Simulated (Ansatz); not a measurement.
# CH5NSSi (SMILES CS[Si]N): a relaxed scan of the bond length C1–H5

One table from this session's results is given with a row withheld; the runs are named, their logs left out.

Program: Ansatz 0.2.0, Gaussian basis. Level of theory: single points in def2-TZVPP. These are calculated values, not measurements.

Levels: PBE-D4, r2SCAN-D4, PBE0-D4, B3LYP-D4, wB97M-V, Hartree-Fock, MP2, CCSD, CCSD(T). The scan takes 0.937, 0.969, 1.016, 1.071, 1.131, 1.197, 1.266, 1.340, 1.416 Å.

Correlated methods freeze the cores. B3LYP uses VWN-RPA correlation.

18 further runs of the same task are left out: 18 set aside as unsound or not needed.

### The system as given

SMILES `CS[Si]N`, 9 atoms, charge 0, spin multiplicity 1.

Atoms are counted from 1 here; the program's logs count them from 0.

Bond lengths: C1–S2 1.780 Å, C1–H5 1.139 Å, C1–H6 1.127 Å, C1–H7 1.054 Å, S2–Si3 2.132 Å, Si3–N4 1.759 Å, N4–H8 0.989 Å, N4–H9 1.079 Å. Angles: S2–C1–H5 109.4°, S2–C1–H6 110.2°, S2–C1–H7 114.1°, H5–C1–H6 102.4°, H5–C1–H7 107.7°, H6–C1–H7 112.2°, C1–S2–Si3 102.3°, S2–Si3–N4 100.2°, Si3–N4–H8 111.3°, Si3–N4–H9 106.4°, H8–N4–H9 106.4°.

Coordinates:

```xyz
9

C    -0.4995    0.4535   -1.7489
S     0.1769    0.7361   -0.1269
Si   -0.0784   -1.1621    0.8106
N     0.7281   -0.8643    2.3448
H    -0.4749    1.4242   -2.3443
H    -1.6039    0.2409   -1.6790
H     0.0129   -0.2786   -2.3079
H     1.6471   -0.5258    2.2072
H     0.1802   -0.0702    2.8273
```

The first run:

File pre/in.yaml:

```yaml
crystal:
  periodic: [false, false, false]
  atoms:
    - {symbol: C, position_ang: [-0.499500, 0.453500, -1.748900]}
    - {symbol: S, position_ang: [0.176900, 0.736100, -0.126900]}
    - {symbol: Si, position_ang: [-0.078400, -1.162100, 0.810600]}
    - {symbol: N, position_ang: [0.728100, -0.864300, 2.344800]}
    - {symbol: H, position_ang: [-0.474900, 1.424200, -2.344300]}
    - {symbol: H, position_ang: [-1.603900, 0.240900, -1.679000]}
    - {symbol: H, position_ang: [0.012900, -0.278600, -2.307900]}
    - {symbol: H, position_ang: [1.647100, -0.525800, 2.207200]}
    - {symbol: H, position_ang: [0.180200, -0.070200, 2.827300]}
basis:
  gaussian: {orbitals: def2-SVP}
hamiltonian: {xc: pbe, dispersion: d4}
relax: {f_tol: 0.03, max_steps: 250}
```

No record of the launch command was kept for these runs.

Among the steps run: A first relaxation in a small basis; Finding the minimum; The minimum at every level; C1–H5 = 0.937 Å; C1–H5 = 0.969 Å; C1–H5 = 1.016 Å; C1–H5 = 1.071 Å; C1–H5 = 1.131 Å; C1–H5 = 1.197 Å; C1–H5 = 1.266 Å; C1–H5 = 1.340 Å; C1–H5 = 1.416 Å.

One of the session's tables, all rows but one given; the rest of the session is left out.

It belongs to the step «The curves». Energies less that of the minimum at the same level (eV):

```
bond length (Å)  PBE-D4  PBE0-D4  B3LYP-D4  wB97M-V  Hartree-Fock
          0.937   0.553    0.523     0.506    0.506         0.481
          0.969   0.329    0.304     0.292    0.292         0.269
          1.016   0.117    0.101     0.096    0.095         0.079
          1.071   0.009    0.005     0.004    0.004         0.000
1.089 (minimum)   0.000    0.000     0.000    0.000         0.000
          1.131   0.018    0.028     0.029    0.031         0.043
          1.197   0.133    0.160     0.161    0.167         0.200
          1.266       ?        ?         ?        ?             ?
          1.340   0.597    0.668     0.658    0.682         0.772
          1.416   0.895    0.993     0.967    1.016         1.140
```

**Question.** Estimate the row for bond length (Å) = 1.266.

Worked estimate for «PBE-D4». A straight line through the neighbours (1.197, 0.133) and (1.340, 0.597) gives 0.133 + (0.597 − 0.133) × (1.266 − 1.197) / (1.340 − 1.197) = 0.357; a parabola fitted to 4 rows on both sides gives 0.333.

**Answer.** PBE-D4: 0.331; PBE0-D4: 0.379; B3LYP-D4: 0.376; wB97M-V: 0.388; Hartree-Fock: 0.448. In «PBE-D4» the line misses by +0.026 and the parabola by +0.002.

To keep in mind: A polynomial through the near points puts the CCSD(T) minimum 0.001 Å below the PBE0-D4 value.
